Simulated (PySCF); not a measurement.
# C2Cl6 (hexachloroethane): the cost of one run

The runs use PySCF 2.14.0, with density-fitted response routines of our own; the level of theory stands in each step. All values are computed, except where a source is named. Atoms are numbered from 0 throughout.

### Step 1. Starting geometry

8 atoms, charge 0, multiplicity 1; geometry from: GFN2-xTB. The atoms were then displaced at random by about 0.01 Å, so the start is not that level's minimum.

Bonds of the start (Å): Cl0–C1 1.74, C1–Cl2 1.78, C1–Cl3 1.76, C1–C4 1.54, C4–Cl5 1.76, C4–Cl6 1.79, C4–Cl7 1.77.

### Step 2. Geometry optimisation at PBE0-D3(BJ)/def2-TZVP

The job: settings as JSON, then the geometry in Å.

```
{"job": {"xc": "PBE0", "basis": "def2-TZVP", "d3": "d3bj", "grid": 2, "shake": 0.01, "kind": "geom"}, "charge": 0, "multiplicity": 1}
Cl    -1.015590     1.795040    -0.487390
C     -0.720720     0.204880     0.165260
Cl    -1.872140    -0.953590    -0.544570
Cl    -0.886850     0.243860     1.921840
C      0.714440    -0.213680    -0.184010
Cl     1.034420    -1.813530     0.482700
Cl     1.863890     0.951230     0.530240
Cl     0.937680    -0.233360    -1.936540
```

Launch:

```sh
$ OMP_NUM_THREADS=2 python probes_run.py task.json out
```

One launch serves the whole session: the jobs run in the order shown.

**Question.** How long does this first job take on 2 threads of Intel Xeon Platinum 8259CL at 2.50GHz, shared host, and how much memory does it need?

About 4.8 min, with a peak of 1.9 GiB.
